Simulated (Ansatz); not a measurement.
**SnH3Cl (SMILES [Cl][SnH3]) at 6 levels**

Wanted: a comparison of 6 runs (B3LYP/STO-3G, SVWN5/STO-3G, UB3LYP/STO-3G, r2SCAN0/STO-3G, revPBE/STO-3G, MP2/STO-3G) of SnH3Cl. 

The calculation is run with Ansatz 0.2.0.

59 further runs of the same task are left out: 8 that didn't finish, 51 set aside as unsound or not needed.

## (1) The molecule

SnH3Cl has 5 atoms, charge 0, and is taken as a singlet. As SMILES, `[Cl][SnH3]`. The H4–Sn2 distance was set to 4.250 Å, away from the relaxed value. At this shape a bond of the SMILES string is far longer than usual.

Bond lengths: Cl1–Sn2 2.334 Å, Sn2–H3 1.700 Å, Sn2–H5 1.700 Å. Angles: Cl1–Sn2–H3 106.1°, Cl1–Sn2–H5 106.1°, H3–Sn2–H5 112.7°.

## (2) A single-point energy at B3LYP/STO-3G (run 1)

input.yaml reads:

```yaml
crystal:
  periodic: [false, false, false]
  atoms:
    - {symbol: Cl, position_ang: [-2.370090, 2.806905, 0.717006]}
    - {symbol: Sn, position_ang: [-0.361790, 2.430005, -0.410394]}
    - {symbol: H, position_ang: [-0.651190, 2.837405, -2.035294]}
    - {symbol: H, position_ang: [0.522700, -1.694200, 0.111100]}
    - {symbol: H, position_ang: [0.787510, 3.444405, 0.324506]}
basis:
  gaussian:
    orbitals: STO-3G
hamiltonian:
  xc: {name: B3LYP}
accuracy: high
```

Command:

```console
$ ansatz run input.yaml --threads 1 --pin off --max-ram 2610MiB --events-out events.jsonl --progress --plain --runs-dir runs
```

Log:

```text
Warning: RAYON_NUM_THREADS=1 ignored (pool sized by the plan → 1); use --threads N
Functional definition: B3LYP
  name "B3LYP"
  parameter a0 = 0.2
  parameter ax = 0.72
  parameter ac = 0.81
  exchange = (1 - a0 - ax)*slater_x + ax*b88_x + a0*exact_x
  correlation = (1 - ac)*vwn_rpa_c + ac*lyp_c
698 factors; integrals over basis functions are off by at most 5.7e-9 eV
mean field evaluation 1: about -174744.9921 eV, gradient 1.7e1 eV
mean field evaluation 2: about -174742.3118 eV, gradient 2.2e1 eV
mean field evaluation 4: about -174746.6236 eV, gradient 7.4e0 eV
mean field evaluation 8: about -174745.1136 eV, gradient 8.4e0 eV
mean field evaluation 16: about -174754.6069 eV, gradient 2.5e-3 eV
mean field -174754.60691354 eV, -6422.1133511456 hartree, gradient 2.9e-8 eV, S^2 0.000000; 0 other end points of the search recorded, 0 dependent functions left out
reference -174754.60694670 eV, -6422.1133523644 hartree; 35, 35 occupied and 4, 4 virtual orbitals, 698 factors
Total energy: -174754.60694670 eV, -6422.1133523644 hartree
```

Wall time 3.3 s (1 thread of Arm Neoverse V1, shared host); peak memory 0.13 GiB.

## (3) The energy at SVWN5/STO-3G (run 2)

run.yaml reads:

```yaml
crystal:
  periodic: [false, false, false]
  atoms:
    - {symbol: Cl, position_ang: [-2.370090, 2.806905, 0.717006]}
    - {symbol: Sn, position_ang: [-0.361790, 2.430005, -0.410394]}
    - {symbol: H, position_ang: [-0.651190, 2.837405, -2.035294]}
    - {symbol: H, position_ang: [0.522700, -1.694200, 0.111100]}
    - {symbol: H, position_ang: [0.787510, 3.444405, 0.324506]}
basis:
  gaussian:
    orbitals: STO-3G
hamiltonian:
  xc: {name: SVWN5}
magnetization:
  spin_polarized: false
  initial_magnetization: 0
accuracy: high
```

Command:

```console
$ ansatz run run.yaml --threads 1 --pin off --max-ram 2610MiB --events-out events.jsonl --progress --plain --runs-dir runs
```

Log:

```text
Warning: RAYON_NUM_THREADS=1 ignored (pool sized by the plan → 1); use --threads N
Functional definition: SVWN5
  name "SVWN5"
  exchange = slater_x
  correlation = vwn5_c
698 factors; integrals over basis functions are off by at most 5.7e-9 eV
mean field evaluation 1: about -174545.0542 eV, gradient 2.0e1 eV
mean field evaluation 2: about -174541.7222 eV, gradient 3.0e1 eV
mean field evaluation 4: about -174546.5954 eV, gradient 8.6e0 eV
mean field evaluation 8: about -174546.4532 eV, gradient 9.4e0 eV
mean field evaluation 16: about -174556.0159 eV, gradient 2.3e-7 eV
mean field -174556.01592816 eV, -6414.8152670429 hartree, gradient 3.8e-8 eV, S^2 0.000000; 1 other end points of the search recorded, 0 dependent functions left out
reference -174556.01593028 eV, -6414.8152671207 hartree; 35, 35 occupied and 4, 4 virtual orbitals, 698 factors
Total energy: -174556.01593028 eV, -6414.8152671207 hartree
```

It took 2.3 s on 1 thread of Arm Neoverse V1, shared host; peak memory 0.1 GiB.

Runs 3 to 5 aren't shown in full; the table further down has their settings and results.

## (4) The energy at MP2/STO-3G (run 6)

molecule.yaml reads:

```yaml
basis:
  gaussian: {orbitals: STO-3G}
crystal:
  periodic: [false, false, false]
  atoms:
    - symbol: Cl
      position_ang: [-2.370090, 2.806905, 0.717006]
    - symbol: Sn
      position_ang: [-0.361790, 2.430005, -0.410394]
    - symbol: H
      position_ang: [-0.651190, 2.837405, -2.035294]
    - symbol: H
      position_ang: [0.522700, -1.694200, 0.111100]
    - symbol: H
      position_ang: [0.787510, 3.444405, 0.324506]
correlation: {method: mp2, frozen_orbitals: {Cl: 5, H: 0, Sn: 18}}
accuracy: high
```

Command:

```console
$ ansatz run molecule.yaml --threads 1 --pin off --max-ram 2610MiB --events-out events.jsonl --progress --plain --runs-dir runs
```

Log, cut to the lines that bear on the results:

```text
Warning: RAYON_NUM_THREADS=1 ignored (pool sized by the plan → 1); use --threads N
Functional definition: HF
  name "HF"
[...]
698 factors; integrals over basis functions are off by at most 5.7e-9 eV
[...]
mean field -174679.13703144 eV, -6419.3398841339 hartree, gradient 4.1e-9 eV, S^2 0.000000; 1 other end points of the search recorded, 0 dependent functions left out; unrestricted orbitals would lower it
[...]
unrestricted determinant -174684.72785455 eV, -6419.5453430933 hartree, S^2 1.0010
23 core orbitals not correlated: weight in the atoms' cores, before any rotation towards them, 1.000 or more for the frozen orbitals, at most 0.000 for the correlated occupied ones
reference -174679.13703144 eV, -6419.3398841339 hartree; 12, 12 occupied and 4, 4 virtual orbitals, 698 factors
second order -5.02843382 eV of doubles, -0.00000000 eV of singles
WARN: the method's energy lies above the unrestricted determinant's, so it is not that of the lowest state
Total energy: -174684.16546527 eV, -6419.5246756685 hartree
```

It took 1.2 s on 1 thread of Arm Neoverse V1, shared host; peak memory 0.12 GiB.

## (5) Overview of the runs

| run | level | frozen core orbitals | energy (Eh) | wall time |
| --- | --- | --- | --- | --- |
| 1 | B3LYP/STO-3G | – | -6422.113352 | 3.3 s |
| 2 | SVWN5/STO-3G | – | -6414.815267 | 2.3 s |
| 3 | UB3LYP/STO-3G | – | -6422.189488 | 7.8 s |
| 4 | r2SCAN0/STO-3G | – | -6422.399992 | 7.2 s |
| 5 | revPBE/STO-3G | – | -6421.709150 | 4.5 s |
| 6 | MP2/STO-3G | 23 | -6419.524676 | 1.2 s |

## (6) Outcome

| quantity | value |
| --- | --- |
| run 6: total energy | -6419.52468 Eh |
| run 6: correlation energy (23 core orbitals frozen) | -184.8 mEh |

Totals of different functionals can't be ranked against each other. In run 6 the log says that unrestricted orbitals would lower the reference, so the values rest on an unstable closed-shell determinant (other closed-shell runs at this shape may share the fault). In runs 1, 2, 3, 4, 5, 6 the basis is minimal, so the values are rough. In runs 1, 2, 4, 5, 6 a closed-shell determinant meets a far-stretched bond, which it describes badly. In runs 1, 2, 3, 4, 5, 6 relativity is left out where basis or elements ask for it. Spin contamination of the reference: run 3 ⟨S²⟩ = 1.00. Where it is this large, the reference is a mixture of spin states, and values that rest on it are in doubt. All runs together took 26 s, the longest 7.8 s.
